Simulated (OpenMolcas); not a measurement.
# Ru³⁺ among point charges: CASSCF and CASPT2 levels and susceptibility

Aim: the splitting of the states of Ru³⁺ in the field of 6 point charges, its lowest levels with spin-orbit coupling and its magnetic susceptibility.

Program: OpenMolcas 26.06. Level of theory: state-averaged CASSCF and CASPT2, spin-orbit coupling by RASSI with atomic mean-field integrals. These are calculated values, not measurements, unless marked.

**1. Starting point**

```
Species                           : Ru³⁺ (ruthenium, Z = 44, 41 electrons)
Basis                             : ANO-RCC-VDZP [6s5p3d1f], 43 functions
Scalar Hamiltonian                : DKH2, point nucleus
Inactive shells                   : 1s 2s 2p 3s 3p 3d 4s 4p
Active space                      : 5 electrons in 5 orbitals (4d)
Some configurations of this space : 4d⁵
Orbitals                          : optimised for each spin and parity, averaged over all roots
```

Outer shells as boxes (Hund's rule):

4d5
```
4d [↑ ][↑ ][↑ ][↑ ][↑ ]
```

The ion sits among 6 point charges of -1.7 e arranged as a trigonal prism (D3h), 2.26 Å from the ion, with a polar angle of 52.5° against the regular 49.1°.

Each step is its own input file, run in one work folder so that later steps find the files of earlier ones. Labels, J, g values, rates, χT and fits are worked out afterwards by a script from the matrices that RASSI stores.

**2. One- and two-electron integrals**

The input, a.inp:

```
&GATEWAY
Coord
1

Ru 0.0 0.0 0.0
Basis=ANO-RCC-VDZP
Group=NoSym
NoMove
AngMom=0.0 0.0 0.0
AMFI
XField
6 Angstrom 0
1.793867 0.000000 1.374643 -1.700000
-0.896933 1.553534 1.374643 -1.700000
-0.896933 -1.553534 1.374643 -1.700000
1.793867 0.000000 -1.374643 -1.700000
-0.896933 1.553534 -1.374643 -1.700000
-0.896933 -1.553534 -1.374643 -1.700000
&SEWARD
```

Launch:

```
OMP_NUM_THREADS=1 MOLCAS_MEM=1689 MOLCAS_PROJECT=a pymolcas a.inp > a.log
```

**3. CASSCF: sextets, 1 root**

The input, a.inp:

```
&RASSCF
FileOrb=start.orb
Symmetry=1
Spin=6
nActEl=5 0 0
Inactive=18
Ras2=5
CIRoot=1 1 1
SDav=1
CIMx=300
Iter=120 100
PrWF=0.3
OrbListing=Nothing
MaxOrb=0
>>> COPY $Project.JobIph JOB001
```

start.orb holds the contracted functions of the basis, ordered by shell, or the orbitals of the step before.

**4. CASSCF: quartets, 24 roots**

The input, a.inp:

```
&RASSCF
FileOrb=start.orb
Symmetry=1
Spin=4
nActEl=5 0 0
Inactive=18
Ras2=5
CIRoot=24 24 1
SDav=24
CIMx=300
Iter=120 100
PrWF=0.3
OrbListing=Nothing
MaxOrb=0
>>> COPY $Project.JobIph JOB002
```

**5. CASSCF: doublets, 75 roots**

The input, a.inp:

```
&RASSCF
FileOrb=start.orb
Symmetry=1
Spin=2
nActEl=5 0 0
Inactive=18
Ras2=5
CIRoot=75 75 1
SDav=75
CIMx=300
Iter=120 100
PrWF=0.3
OrbListing=Nothing
MaxOrb=0
>>> COPY $Project.JobIph JOB003
```

**6. RASSI: spin-orbit coupling between the states**

The input, a.inp:

```
&RASSI
NrOfJobIphs=3 1 24 75
1
1 2 3 4 5 6 7 8 9 10 11 12 13 14 15 16 17 18 19 20 21 22 23 24
1 2 3 4 5 6 7 8 9 10 11 12 13 14 15 16 17 18 19 20 21 22 23 24 25 26 27
28 29 30 31 32 33 34 35 36 37 38 39 40 41 42 43 44 45 46 47 48 49 50 51
52 53 54 55 56 57 58 59 60 61 62 63 64 65 66 67 68 69 70 71 72 73 74 75
IphNames
JOB001
JOB002
JOB003
EJob
SpinOrbit
DIPRint=1.0
SOCoupling=1000.0
Subsets=2
Property=9
'ANGMOM' 1 'ANGMOM' 2 'ANGMOM' 3 'MLTPL  1' 1 'MLTPL  1' 2 'MLTPL  1' 3
'AMFI' 1 'AMFI' 2 'AMFI' 3
SOProperty=3
'ANGMOM' 1 'ANGMOM' 2 'ANGMOM' 3
```

**7. CASPT2: IPEA 0.25, imaginary shift 0.1 (closed shells correlated: 4s 4p)**

The input, a.inp:

```
>>> COPY JOB001 $Project.JobIph
&CASPT2
Multistate=1 1
Frozen=14
IPEA=0.25
Imaginary=0.1
MaxIter=60
WThr=0.0 0.3 0.05
PrWF=0.5
NoMix
>>> COPY JOB002 $Project.JobIph
&CASPT2
Multistate=24 1 2 3 4 5 6 7 8 9 10 11 12 13 14 15 16 17 18 19 20 21 22
23 24
NoMult
Frozen=14
IPEA=0.25
Imaginary=0.1
MaxIter=60
WThr=0.0 0.3 0.05
PrWF=0.5
NoMix
>>> COPY JOB003 $Project.JobIph
&CASPT2
Multistate=75 1 2 3 4 5 6 7 8 9 10 11 12 13 14 15 16 17 18 19 20 21 22
23 24 25 26 27 28 29 30 31 32 33 34 35 36 37 38 39 40 41 42 43 44 45 46
47 48 49 50 51 52 53 54 55 56 57 58 59 60 61 62 63 64 65 66 67 68 69 70
71 72 73 74 75
NoMult
Frozen=14
IPEA=0.25
Imaginary=0.1
MaxIter=60
WThr=0.0 0.3 0.05
PrWF=0.5
NoMix
```

(Steps that only read results are left out.)

Before running it: what results should come out? Wanted: spin-free ground state; lowest level; next level.

**Answer**, as computed:

| quantity | value |
| --- | --- |
| method | SS-CASPT2, IPEA 0.25, imaginary shift 0.1 (closed shells correlated: 4s 4p) |
| spin-free ground state | 6A1, 1-fold in its orbital part |
| lowest level | 2-fold E1/2, g = 0.00, 0.00, 9.99 |
| next level | 2.4 cm⁻¹ |
| χT at 300 K | 4.37 cm³ K/mol |
| effective moment at 300 K | 5.91 μB |

Cost by method:

```csv
method,time of its own steps,time with the reference
A. CASSCF,63 s,63 s
"B. SS-CASPT2, IPEA 0.25, imaginary shift 0.1, +4s 4p",24 s,86 s
```

Times are of one thread on a shared host.

What this shows: The spin-free ground state (6A1) comes to 100 % from free-ion S terms and keeps the highest spin of the shell. χT at 300 K is 4.37, against 4.39 cm³ K/mol for the spin alone, as a half-filled shell (L = 0) has no orbital moment. An active space of the d shell alone favours high spin; real ions in strong fields can be low spin. CASPT2 does not keep the components of a term degenerate, and the means are used. The field of point charges can differ much from that of real complexes. With metal d orbitals alone active, the gaps between spin states are rough; where two lie within a few thousand cm-1, their order is open. Point charges carry no covalency, so the field is a model and not that of real ligands.
